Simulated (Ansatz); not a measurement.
# ClH3MgOSi + H2: a complex and its separated parts

Aim: how far the complex at one end of a reaction step lies below its separated, relaxed parts, level by level.

Method: PBE0-D4/def2-TZVP structures, single points in def2-TZVPP, no counterpoise correction; program: Ansatz 0.2.0, Gaussian basis.

Levels: SPW92, PBE-D4, BLYP-D4, r2SCAN-D4, B97M-V, PBE0-D4, B3LYP-D4, r2SCAN0-D4, BHLYP-D4, CAM-B3LYP-D4, wB97X-V, wB97M-V, B2PLYP, PBE-QIDH, RPA on PBE, Hartree-Fock, MP2, CCSD, CCSD(T).

Cores are frozen in the correlated methods. The outer core shell of Li, Na, Mg and K is correlated. B3LYP uses VWN-RPA correlation. B2PLYP carries no dispersion term here.

94 further runs of the same task are left out: 94 set aside as unsound or not needed.

## 1. The system as given

The complex: 9 atoms, charge 0, spin multiplicity 1.

Atoms are counted from 1 here; the program's logs count them from 0.

Bond lengths: Mg1–Cl3 2.180 Å, Mg1–O5 1.788 Å, H2–H4 0.756 Å, O5–Si6 1.613 Å, Si6–H7 1.492 Å, Si6–H8 1.492 Å, Si6–H9 1.492 Å. Angles: Cl3–Mg1–O5 170.0°, Mg1–O5–Si6 174.8°, O5–Si6–H7 111.1°, O5–Si6–H8 111.1°, O5–Si6–H9 111.6°, H7–Si6–H8 107.6°, H7–Si6–H9 107.6°, H8–Si6–H9 107.6°.

Coordinates:

```xyz
9

Mg   -1.05839   -0.59706   -1.14578
H     0.71117   -1.12775   -2.45086
Cl   -2.35467   -1.40492   -2.70121
H     1.05743   -0.82500   -1.85148
O    -0.26088    0.12406    0.28223
Si    0.32635    0.79026    1.62865
H     1.00199    2.08845    1.33659
H     1.32978   -0.10407    2.27728
H    -0.75259    1.05602    2.62448
```

Its parts: ClH3MgOSi holds atoms 1, 3, 5, 6, 7, 8, 9; H2 holds atoms 2, 4. Each part counts its atoms afresh in its own runs.

## 2. Relaxing ClH3MgOSi alone

Input file relax-a/in.yaml:

```yaml
crystal:
  periodic: [false, false, false]
  atoms:
    - {symbol: Mg, position_ang: [-1.058388, -0.597061, -1.145777]}
    - {symbol: Cl, position_ang: [-2.354673, -1.404919, -2.701211]}
    - {symbol: O, position_ang: [-0.260881, 0.124063, 0.282225]}
    - {symbol: Si, position_ang: [0.326354, 0.790264, 1.628655]}
    - {symbol: H, position_ang: [1.001993, 2.088454, 1.336586]}
    - {symbol: H, position_ang: [1.329777, -0.104069, 2.277284]}
    - {symbol: H, position_ang: [-0.752588, 1.056016, 2.624485]}
basis:
  gaussian: {orbitals: def2-TZVP}
hamiltonian: {xc: pbe0, dispersion: d4}
relax: {f_tol: 0.005, max_steps: 200}
```

Run with:

```
$ ansatz run in.yaml --threads 4 --pin off --events-out ev --progress --plain --max-ram 9574MiB
```

Further steps of the session: Relaxing H2 alone; SPW92/def2-TZVPP; PBE-D4/def2-TZVPP; BLYP-D4/def2-TZVPP; r2SCAN-D4/def2-TZVPP; B97M-V/def2-TZVPP; PBE0-D4/def2-TZVPP; B3LYP-D4/def2-TZVPP; r2SCAN0-D4/def2-TZVPP; BHLYP-D4/def2-TZVPP; CAM-B3LYP-D4/def2-TZVPP; wB97X-V/def2-TZVPP; wB97M-V/def2-TZVPP; B2PLYP/def2-TZVPP; PBE-QIDH/def2-TZVPP; RPA on PBE/def2-TZVPP; CCSD(T)/def2-TZVPP; Vibrations of ClH3MgOSi; Vibrations of H2.

What does the calculation give? Wanted: complex less parts, CCSD(T)/def2-TZVPP; with zero-point energy; largest T1 diagnostic.

The runs gave:

| quantity | value |
| --- | --- |
| complex less parts, CCSD(T)/def2-TZVPP | -13.0 kJ/mol |
| with zero-point energy | -3.6 kJ/mol |
| largest T1 diagnostic | 0.010 |

In words: At CCSD(T) the complex lies 13.0 kJ/mol below its parts. Among the functionals B3LYP-D4 lands nearest to CCSD(T) (0.0 kJ/mol) and SPW92 farthest (-13.4 kJ/mol). Mean unsigned error by rung: LDA 13.4, GGA 2.3, meta-GGA 1.7, hybrid 1.8, range-separated hybrid 1.1, double hybrid 1.8 kJ/mol. PBE-D4 gives a relative energy 3.0 kJ/mol too low, inside chemical accuracy (1 kcal/mol, 4.2 kJ/mol). The complex's frequency run has imaginary modes: the structure is no minimum, so both the energy and the zero-point correction are in doubt. No counterpoise was applied, and triple zeta lacks some correlation, so the CCSD(T) reference has a basis error of its own, and close matches with it are partly luck.
